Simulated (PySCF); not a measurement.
# H2O2Tm (Tm(OH)2): the cost of one run

Programs: PySCF 2.14.0, with routines of our own; each step states its level. All values are computed. Atoms count from 0.

## 1. The starting structure

5 atoms, charge 0, states of the metal's open shell are computed; geometry from: model geometry, bond lengths from ionic radii.

## 2. Ligand-field states: state-averaged CASSCF

Job settings and geometry (Å):

```
{"job": {"kind": "lf", "basis": {"metal": "x2c-TZVPall", "ligand": "x2c-SVPall"}, "nevpt": true}, "charge": 0, "metal": "Tm", "open_shell": "f13"}
Tm     0.000000     0.000000     0.000000
O      0.000000     0.000000     2.160000
H      0.800000     0.000000     2.700000
O      0.000000     0.000000    -2.160000
H     -0.800000     0.000000    -2.700000
```

Method: state-averaged CASSCF of the metal f shell, SC-NEVPT2 on the averaged canonical orbitals, state-interaction spin-orbit coupling.

Command:

```sh
> OMP_NUM_THREADS=1 python lf_run.py task.json out
```

The driver reads the jobs from task.json and runs them one after another.

Q: Estimate the wall time and peak memory of this first job on 1 thread of Arm Neoverse N1, shared host.

About 33 s, with a peak of 0.35 GiB.
